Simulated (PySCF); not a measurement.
**SiNH5Se+ (SMILES [NH2+][SiH2][SeH]) at UTPSSh/def2-SVP**

What is the vertical doublet–quartet gap of SiNH5Se+ at UTPSSh/def2-SVP? The job is set up through a Python script.

The results are computed with PySCF 2.14.0.

**1. The structure to begin with**

SiNH5Se+: 8 atoms, total charge +1, spin state doublet. As SMILES, `[NH2+][SiH2][SeH]`. The shape comes from GFN2-xTB, which is rough for such elements, and wasn't checked as a minimum. This is one conformer, not always the lowest.

Bond lengths: N1–Si2 1.690 Å, Si2–Se3 2.602 Å, N1–H4 1.011 Å, N1–H5 1.011 Å, Si2–H6 1.452 Å, Si2–H7 1.452 Å, Se3–H8 1.450 Å. Angles: N1–Si2–Se3 104.4°, N1–Si2–H6 112.8°, N1–Si2–H7 114.7°, Se3–Si2–H6 97.4°, Se3–Si2–H7 96.1°, Si2–N1–H4 124.2°, Si2–N1–H5 124.3°, Si2–Se3–H8 97.0°, H6–Si2–H7 125.1°, H4–N1–H5 111.0°.

**2. The energy at UTPSSh/def2-SVP**

Contents of job.py:

```python
from pyscf import gto, dft

system = gto.M(
    atom='''
N     -1.655891     0.674689    -1.497495
Si     1.059891     1.216530     0.092956
Se     2.164795    -3.116669     2.139378
H     -1.736280     0.032371    -3.295852
H     -3.389299     1.180758    -0.873545
H      0.667432     2.617630     2.419624
H      3.299008     1.375872    -1.483775
H     -0.409674    -3.981162     2.498728
''',
    max_memory=1860,
    charge=1,
    basis='def2-svp',
    unit='bohr',
    verbose=3,
    spin=1,
)

mf = dft.UKS(system)
mf.xc = 'tpssh'
mf.conv_tol = 1e-10
mf.grids.level = 8
mf.kernel()
if not mf.converged:
    mf = mf.newton().run(mf.mo_coeff, mf.mo_occ)

e_final = mf.e_tot
print('E = %.10f Eh' % e_final)
```

Run with:

```sh
$ OMP_NUM_THREADS=1 python job.py
```

The program printed:

```text
WARN: HOMO -0.27016840269353 >= LUMO -0.270168402693528

converged SCF energy = -2748.06412505733  <S^2> = 0.75349713  2S+1 = 2.0034941
E = -2748.0641250573 Eh
```

Run time: 4.3 min. Hardware: 1 thread of Arm Neoverse V1, shared host; peak memory 0.54 GiB.

**3. The quartet**

Contents of job.py:

```python
from pyscf import gto, dft

molecule = gto.M(
    atom='''
N   -0.876260   0.357030  -0.792440
Si   0.560870   0.643760   0.049190
Se   1.145560  -1.649270   1.132110
H   -0.918800   0.017130  -1.744090
H   -1.793540   0.624830  -0.462260
H    0.353190   1.385190   1.280410
H    1.745760   0.728080  -0.785180
H   -0.216790  -2.106740   1.322270
''',
    spin=3,
    verbose=3,
    max_memory=1860,
    charge=1,
    basis='def2-svp',
)

ks = dft.UKS(molecule, xc='tpssh')
ks.grids.level = 8
ks.conv_tol = 1e-10
ks.kernel()
if not ks.converged:
    ks = ks.newton().run(ks.mo_coeff, ks.mo_occ)

energy = ks.e_tot
print('E(%s) = %.9f' % ('TPSSH', energy))
```

Run with:

```sh
$ OMP_NUM_THREADS=1 python job.py
```

The program printed:

```text
WARN: HOMO -0.055979608486699 >= LUMO -0.290054187008877

WARN: HOMO -0.28610125155183 >= LUMO -0.482771984173582

WARN: HOMO -0.279836417261305 >= LUMO -0.428977138474897

WARN: HOMO -0.255694485801929 >= LUMO -0.414361103530637

WARN: HOMO -0.260679241314475 >= LUMO -0.415478481360048

WARN: HOMO -0.262074416008298 >= LUMO -0.410549997455632

WARN: HOMO -0.262377637130094 >= LUMO -0.411580390740832

WARN: HOMO -0.262402529116129 >= LUMO -0.411467722092935

WARN: HOMO -0.262372954626688 >= LUMO -0.411447808186533

WARN: HOMO -0.262351821412794 >= LUMO -0.411445620387489

WARN: HOMO -0.262350615785023 >= LUMO -0.411457520770018

WARN: HOMO -0.262358509245877 >= LUMO -0.41146709553236

WARN: HOMO -0.262353318928823 >= LUMO -0.411465389459197

WARN: HOMO -0.262353629837615 >= LUMO -0.411467071845585

WARN: HOMO -0.262353868261772 >= LUMO -0.411467648913479

WARN: HOMO -0.262353577702027 >= LUMO -0.411467194021093

converged SCF energy = -2747.87846181646  <S^2> = 3.7585888  2S+1 = 4.0042921
E(TPSSH) = -2747.878461816
```

Wall time 4.8 min (1 thread of Arm Neoverse V1, shared host); peak memory 0.54 GiB.

**4. Results**

Level: UTPSSh/def2-SVP.

| quantity | value |
| --- | --- |
| doublet: total energy | -2748.06413 Eh |
| doublet: HOMO energy (highest over α and β) | -12.05 eV |
| doublet: LUMO energy (lowest over α and β) | -10.85 eV |
| doublet: ⟨S²⟩ | 0.753 |
| quartet: total energy | -2747.87846 Eh |
| quartet: HOMO energy (highest over α and β) | -7.14 eV |
| quartet: ⟨S²⟩ | 3.759 |
| vertical energy of the quartet above the doublet | 5.052 eV |

In words: At this shape the quartet lies 5.05 eV (487 kJ/mol) above the doublet.
